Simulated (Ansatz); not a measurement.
**RPA@PBE0/6-31G(d) (spherical functions) run of CH3FGeO (SMILES C[O][Ge][F])**

What is the vertical ionisation energy of CH3FGeO at RPA@PBE0/6-31G* (spherical functions)? 

The calculation is run with Ansatz 0.2.0.

125 further runs of the same task are left out: 125 set aside as unsound or not needed.

**1. The system as given**

CH3FGeO has 7 atoms, charge 0, and is taken as a singlet. SMILES: `C[O][Ge][F]`. Geometry: relaxed at PBE0-D4/def2-TZVP. This is one conformer, not always the lowest.

Bond lengths: C1–O2 1.413 Å, O2–Ge3 1.764 Å, Ge3–F4 1.768 Å, C1–H5 1.092 Å, C1–H6 1.093 Å, C1–H7 1.093 Å. Angles: C1–O2–Ge3 128.6°, O2–Ge3–F4 99.1°, O2–C1–H5 112.1°, O2–C1–H6 109.1°, O2–C1–H7 109.0°, H5–C1–H6 109.1°, H5–C1–H7 109.1°, H6–C1–H7 108.4°.

**2. The energy at RPA@PBE0/6-31G(d) (spherical functions)**

Contents of molecule.yaml:

```yaml
crystal:
  periodic: [false, false, false]
  atoms:
    - {symbol: C, position_ang: [-0.504800, 0.491500, 0.394900]}
    - {symbol: O, position_ang: [0.412400, 0.624200, -0.671900]}
    - {symbol: Ge, position_ang: [1.441700, -0.610700, -1.398400]}
    - {symbol: F, position_ang: [0.967400, -1.990600, -0.400200]}
    - {symbol: H, position_ang: [-0.548500, -0.532200, 0.773800]}
    - {symbol: H, position_ang: [-0.208000, 1.161100, 1.206600]}
    - {symbol: H, position_ang: [-1.498700, 0.788500, 0.049700]}
basis:
  gaussian: {orbitals: 6-31G_st_-spherical.json}
total_charge: 0
hamiltonian: {xc: {name: PBE0}}
correlation: {method: rpa, frozen_orbitals: {C: 1, F: 1, Ge: 9, H: 0, O: 1}}
accuracy: high
```

The basis set 6-31G* is read from a file made from the Basis Set Exchange's data (not shown).

The run is started by

```sh
$ ansatz run molecule.yaml --threads 1 --pin off --max-ram 3480MiB --events-out events.jsonl --progress --plain --runs-dir runs
```

Log:

```text
Warning: RAYON_NUM_THREADS=1 ignored (pool sized by the plan → 1); use --threads N
Functional definition: PBE0
  name "PBE0"
  parameter a = 0.25
  parameter kappa = 0.804
  parameter beta = 0.06672455060314922
  exchange = (1 - a)*pbe_x(kappa = kappa, mu = beta*pi^2/3) + a*exact_x
  correlation = pbe_c(beta = beta)
1735 factors; integrals over basis functions are off by at most 4.5e-9 eV
mean field evaluation 1: about -62342.4149 eV, gradient 5.4e1 eV
mean field evaluation 2: about -62342.5892 eV, gradient 5.4e1 eV
mean field evaluation 4: about -62347.4753 eV, gradient 1.9e1 eV
mean field evaluation 8: about -62348.1456 eV, gradient 5.0e-1 eV
mean field evaluation 16: about -62348.1544 eV, gradient 2.9e-5 eV
mean field -62348.15438319 eV, -2291.2524124852 hartree, gradient 3.9e-8 eV, S^2 0.000000; 0 other end points of the search recorded, 0 dependent functions left out
12 core orbitals not correlated: weight in the atoms' cores, before any rotation towards them, 1.000 or more for the frozen orbitals, at most 0.000 for the correlated occupied ones
reference -62287.02075196 eV, -2289.0057929754 hartree; 17, 17 occupied and 51, 51 virtual orbitals, 1735 factors
Total energy: -62313.21489257 eV, -2289.9684098878 hartree
```

Run time: 14 s. Hardware: 1 thread of Arm Neoverse V2, shared host; peak memory 0.27 GiB.

**3. The doublet cation at the same level**

Contents of job.yaml:

```yaml
crystal:
  periodic: [false, false, false]
  atoms:
    - {symbol: C, position_ang: [-0.504800, 0.491500, 0.394900]}
    - {symbol: O, position_ang: [0.412400, 0.624200, -0.671900]}
    - {symbol: Ge, position_ang: [1.441700, -0.610700, -1.398400]}
    - {symbol: F, position_ang: [0.967400, -1.990600, -0.400200]}
    - {symbol: H, position_ang: [-0.548500, -0.532200, 0.773800]}
    - {symbol: H, position_ang: [-0.208000, 1.161100, 1.206600]}
    - {symbol: H, position_ang: [-1.498700, 0.788500, 0.049700]}
basis:
  gaussian:
    orbitals: 6-31G_st_-spherical.json
total_charge: 1
magnetization:
  spin_polarized: true
  initial_magnetization: 1
hamiltonian:
  xc: pbe0
correlation:
  method: rpa
  frozen_orbitals: {C: 1, F: 1, Ge: 9, H: 0, O: 1}
accuracy: high
```

The basis set 6-31G* is read from a file made from the Basis Set Exchange's data (not shown).

The run is started by

```sh
$ ansatz run job.yaml --threads 1 --pin off --max-ram 3480MiB --events-out events.jsonl --progress --plain --runs-dir runs
```

Log, shortened:

```text
Warning: RAYON_NUM_THREADS=1 ignored (pool sized by the plan → 1); use --threads N
[... 2 set-up lines as earlier in the session ...]
[...]
1734 factors; integrals over basis functions are off by at most 4.3e-9 eV
[...]
mean field -62337.79817316 eV, -2290.8718287864 hartree, gradient 3.2e-8 eV, S^2 0.758752; 4 other end points of the search recorded, 0 dependent functions left out
12 core orbitals not correlated: weight in the atoms' cores, before any rotation towards them, 1.000 or more for the frozen orbitals, at most 0.000 for the correlated occupied ones
reference -62276.77290363 eV, -2288.6291914956 hartree; 17, 16 occupied and 51, 52 virtual orbitals, 1734 factors
Total energy: -62302.91351151 eV, -2289.5898411164 hartree
```

Wall time 46 s (1 thread of Arm Neoverse V2, shared host); peak memory 0.52 GiB.

**4. Summary of results**

At RPA@PBE0/6-31G* (spherical functions), 12 core orbitals frozen:

| quantity | value |
| --- | --- |
| singlet CH3FGeO: total energy | -2289.96841 Eh |
| singlet CH3FGeO: RPA correlation energy (valence) | -962.6 mEh |
| doublet cation: total energy | -2289.58984 Eh |
| doublet cation: RPA correlation energy (valence) | -960.6 mEh |
| doublet cation: ⟨S²⟩ of the reference determinant | 0.759 |
| vertical ionisation energy (to the doublet cation) | 10.301 eV |

Removing an electron at fixed nuclei costs 10.30 eV (994 kJ/mol).
